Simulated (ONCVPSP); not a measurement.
**Boron: generating and testing an ONCV potential**

Aim: build the potential from the settings below, then test how well it stands in for the atom: other configurations, scattering, ghost states and the plane-wave cutoff that it needs.

Method: ONCVPSP 4.0.1, PBE, scalar-relativistic.

## Step 1: Settings

Typed settings, in words:

```json
{"element": "boron (B, Z = 5)", "type": "optimised norm-conserving Vanderbilt (ONCV)", "frozen core": "[He]", "valence charge": "3", "reference configuration": "2s2 2p1", "partial waves": "2s: rc 1.45 bohr, ncon 5, nbas 9, qcut 4.1 1/bohr, 3 projectors, debl 3.7 Ha; 2p: rc 3.95 bohr, ncon 4, nbas 8, qcut 3.3 1/bohr, 3 projectors, debl 0.4 Ha", "local potential": "polynomial inside 1.05 bohr (lpopt 1, dvloc0 1 Ha)", "core correction": "not asked for"}
```

The outer shells as boxes (Hund's rule for the drawing; the calculation is spin-unpolarised):

```
[He] core
2s [↑↓]
2p [↑ ][  ][  ]
```

## Step 2: Generating the potential

The input, B.dat:

```
# ATOM AND REFERENCE CONFIGURATION
# atsym  z   nc   nv     iexc    psfile
  B 5.00    1    2        4      upf
#
#   n    l    f
    1    0    2.00
    2    0    2.00
    2    1    1.00
#
# PSEUDOPOTENTIAL AND OPTIMIZATION
# lmax
    1
#
#   l,   rc,      ep,       ncon, nbas, qcut
    0    1.45    0.00    5    9    4.10
    1    3.95    0.00    4    8    3.30
#
# LOCAL POTENTIAL
# lloc, lpopt,  rc(5),   dvloc0
    4    1    1.05    1.00
#
# VANDERBILT-KLEINMAN-BYLANDER PROJECTORs
# l, nproj, debl
    0    3    3.70
    1    3    0.40
#
# MODEL CORE CHARGE
# icmod, fcfact, rcfact
    0    0.00    0.00
#
# LOG DERIVATIVE ANALYSIS
# epsh1, epsh2, depsh
   -2.00    5.00    0.02
#
# OUTPUT GRID
# rlmax, drl
    6.00    0.01
#
# TEST CONFIGURATIONS
# ncnf
    4
# nvcnf
#   n    l    f
    2
    2    0    2.00
    2    1    0.00
#
    2
    2    0    1.00
    2    1    0.00
#
    2
    2    0    2.00
    2    1    0.50
#
    2
    2    0    1.00
    2    1    1.00
#
```

On the command line:

```bash
oncvpsp.x < B.dat > B.out
```

Before running it: what results should come out? Wanted: cutoffs for 1 and 0.1 mHa per electron, occupied waves; bound ghosts; GHOST(+) flags; largest test error; largest phase difference near zero energy, channels read.

As calculated:

| quantity | value |
| --- | --- |
| cutoffs for 1 and 0.1 mHa per electron, occupied waves | 20 Ha and 88 Ha |
| bound ghosts | none found |
| GHOST(+) flags | none at low energy |
| largest test error (AE − PS) | +786 meV, for 2s1 2p0 |
| largest phase difference near zero energy, channels read | 0.000 rad |

What this shows: By total energies transferability is poor: the largest error is 786 meV on 33.6 eV, for 2s1 2p0. The potential is of middling hardness: the looser tolerance needs 20 Ha. The tighter tolerance needs 88 Ha, and converged work needs a cutoff nearer that. At the looser tolerance the 2s wave is the slowest; 2p needs 4 Ha. The program's ghost test flags no bound state. Near zero energy the phases of the channels with partial waves agree within 0.001 rad. These are tests on the free atom; a crystal test is still owed.
